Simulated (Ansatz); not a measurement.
**CH4ClFGeO: taking an electron away**

One table from this session's results is given with a row withheld; the runs are named, their logs left out.

Computed with Ansatz 0.2.0, Gaussian basis. Level: unrestricted cation, the program's frozen cores in correlated methods.

Levels to be run: UKS PBE-D4/def2-TZVPP; UKS r2SCAN-D4/def2-TZVPP; UKS PBE0-D4/def2-TZVPP; UKS B3LYP-D4/def2-TZVPP; UKS wB97X-V/def2-TZVPP; UKS wB97M-V/def2-TZVPP; UKS B2PLYP/def2-TZVPP; UHF-CCSD(T)/def2-TZVPP; UHF-MP2/def2-QZVPP; extrapolation to the limit; then −ε(HOMO) from the neutral's earlier runs with LDA (SPW92), PBE-D4, revPBE-D4, BLYP-D4, r2SCAN-D4, B97M-V, PBE0-D4, B3LYP-D4, r2SCANh-D4, r2SCAN0-D4, HSE06-D4, BHLYP-D4, CAM-B3LYP-D4, LC-ωPBE, ωB97X-V, ωB97M-V.

## Structure used throughout

The geometry comes from an earlier relaxation with PBE0-D4 in a triple-zeta def2 set; it is a stationary point, not always the lowest conformer.

SMILES `[CH3][Ge]([OH])([F])[Cl]`, 9 atoms, charge 0, spin multiplicity 1.

Atoms are counted from 1 here; the program's logs count them from 0.

Bond lengths: C1–Ge2 1.916 Å, C1–H6 1.090 Å, C1–H7 1.089 Å, C1–H8 1.090 Å, Ge2–O3 1.752 Å, Ge2–F4 1.731 Å, Ge2–Cl5 2.140 Å, O3–H9 0.961 Å. Angles: Ge2–C1–H6 109.4°, Ge2–C1–H7 109.4°, Ge2–C1–H8 108.9°, H6–C1–H7 109.7°, H6–C1–H8 109.6°, H7–C1–H8 109.7°, C1–Ge2–O3 110.7°, C1–Ge2–F4 110.7°, C1–Ge2–Cl5 113.9°, O3–Ge2–F4 107.6°, O3–Ge2–Cl5 109.6°, F4–Ge2–Cl5 104.1°, Ge2–O3–H9 113.6°.

Set-up of the first run:

Contents of in.yaml:

```yaml
crystal:
  periodic: [false, false, false]
  atoms:
    - {symbol: C, position_ang: [-1.337618, 0.192924, -0.038602]}
    - {symbol: Ge, position_ang: [0.552038, 0.013665, 0.221051]}
    - {symbol: O, position_ang: [1.251083, -1.018833, -1.009569]}
    - {symbol: F, position_ang: [0.891658, -0.703803, 1.759554]}
    - {symbol: Cl, position_ang: [1.600111, 1.879072, 0.272469]}
    - {symbol: H, position_ang: [-1.527650, 0.687642, -0.990572]}
    - {symbol: H, position_ang: [-1.759948, 0.784654, 0.772573]}
    - {symbol: H, position_ang: [-1.789616, -0.799037, -0.044486]}
    - {symbol: H, position_ang: [2.208544, -1.082584, -0.959517]}
basis:
  gaussian: {orbitals: def2-TZVPP}
total_charge: 1
magnetization: {spin_polarized: true, initial_magnetization: 1}
hamiltonian: {xc: pbe, dispersion: d4}
```

The run is started by

```bash
$ ansatz run in.yaml --threads 2 --pin off --events-out ev --progress --plain --max-ram 32768MiB --backend cpu
```

Steps of the session up to this table: Cation, UKS PBE-D4/def2-TZVPP; Cation, UKS r2SCAN-D4/def2-TZVPP; Cation, UKS PBE0-D4/def2-TZVPP; Cation, UKS B3LYP-D4/def2-TZVPP; Cation, UKS wB97X-V/def2-TZVPP; Cation, UKS wB97M-V/def2-TZVPP; Cation, UKS B2PLYP (frozen core)/def2-TZVPP; Cation, UHF-CCSD(T)/def2-TZVPP; Cation, UHF-MP2/def2-QZVPP.

One of the session's tables, all rows but one given; the rest of the session is left out.

Orbital estimates, from the neutral's runs:

| functional | −ε(HOMO) (eV) |
| --- | --- |
| LDA (SPW92) | 7.84 |
| PBE-D4 | 7.65 |
| revPBE-D4 | 7.58 |
| BLYP-D4 | 7.52 |
| r2SCAN-D4 | 8.06 |
| B97M-V | 8.15 |
| PBE0-D4 | 9.24 |
| B3LYP-D4 | 8.95 |
| r2SCANh-D4 | ? |
| r2SCAN0-D4 | 9.51 |
| HSE06-D4 | 8.84 |
| BHLYP-D4 | 10.59 |
| CAM-B3LYP-D4 | 10.66 |
| LC-ωPBE | 12.10 |
| ωB97X-V | 11.71 |
| ωB97M-V | 11.55 |

**Question.** Estimate the row for r2SCANh-D4.

Worked estimate for «−ε(HOMO) (eV)». Against the share of exact exchange, r2SCAN-D4 (0, 8.06), r2SCAN0-D4 (0.25, 9.51) give a slope of 5.80 per unit share; at 0.1 the line stands at 8.64.

**Answer.** −ε(HOMO) (eV): 8.65. In «−ε(HOMO) (eV)» the line misses by -0.01.
